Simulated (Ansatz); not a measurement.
# C3H5B: the cost of one run

Method: unrestricted cation, the program's frozen cores in correlated methods; program: Ansatz 0.2.0, Gaussian basis.

Levels to be run: UKS PBE-D4/def2-TZVPP; UKS r2SCAN-D4/def2-TZVPP; UKS PBE0-D4/def2-TZVPP; UKS B3LYP-D4/def2-TZVPP; UKS wB97X-V/def2-TZVPP; UKS wB97M-V/def2-TZVPP; UKS B2PLYP/def2-TZVPP; UHF-MP2/def2-TZVPP; UHF-MP2/def2-QZVPP; then −ε(HOMO) from the neutral's earlier runs with LDA (SPW92), PBE-D4, revPBE-D4, BLYP-D4, r2SCAN-D4, B97M-V, PBE0-D4, B3LYP-D4, r2SCANh-D4, r2SCAN0-D4, HSE06-D4, BHLYP-D4, CAM-B3LYP-D4, LC-ωPBE, ωB97X-V, ωB97M-V.

1 further run of the same task is left out (it didn't finish).

### 1 The relaxed structure

All runs share one geometry, relaxed beforehand with PBE0-D4 in a triple-zeta def2 set.

SMILES `CC1=CB1`, 9 atoms, charge 0, spin multiplicity 1.

Atoms are counted from 1 here; the program's logs count them from 0.

Bond lengths: C1–C2 1.474 Å, C1–H5 1.092 Å, C1–H6 1.093 Å, C1–H7 1.093 Å, C2–C3 1.349 Å, C2–B4 1.472 Å, C3–B4 1.463 Å, C3–H8 1.082 Å, B4–H9 1.183 Å. Angles: C2–C1–H5 112.9°, C2–C1–H6 109.9°, C2–C1–H7 109.7°, H5–C1–H6 109.0°, H5–C1–H7 108.8°, H6–C1–H7 106.2°, C1–C2–C3 141.0°, C1–C2–B4 156.7°, C3–C2–B4 62.3°, C2–C3–B4 63.0°, C2–C3–H8 138.8°, B4–C3–H8 158.2°, C2–B4–C3 54.7°, C2–B4–H9 153.0°, C3–B4–H9 152.3°.

### 2 Cation, UKS PBE-D4/def2-TZVPP

in.yaml reads:

```yaml
crystal:
  periodic: [false, false, false]
  atoms:
    - {symbol: C, position_ang: [-0.022144, 0.989527, -0.882723]}
    - {symbol: C, position_ang: [0.009110, -0.062240, 0.149657]}
    - {symbol: C, position_ang: [0.065836, -1.403783, 0.277483]}
    - {symbol: B, position_ang: [0.015913, -0.620546, 1.512191]}
    - {symbol: H, position_ang: [-0.016710, 0.588756, -1.898661]}
    - {symbol: H, position_ang: [-0.909521, 1.614235, -0.751588]}
    - {symbol: H, position_ang: [0.838602, 1.652466, -0.759884]}
    - {symbol: H, position_ang: [0.111547, -2.281163, -0.354825]}
    - {symbol: H, position_ang: [-0.004033, -0.523553, 2.691352]}
basis:
  gaussian: {orbitals: def2-TZVPP}
total_charge: 1
magnetization: {spin_polarized: true, initial_magnetization: 1}
hamiltonian: {xc: pbe, dispersion: d4}
```

Started as:

```console
ansatz run in.yaml --threads 2 --pin off --events-out ev --progress --plain --max-ram 4352MiB
```

Q: Estimate wall time and peak memory on 2 threads of Arm Neoverse V1, shared host.

About 6 s, with a peak of 0.26 GiB.
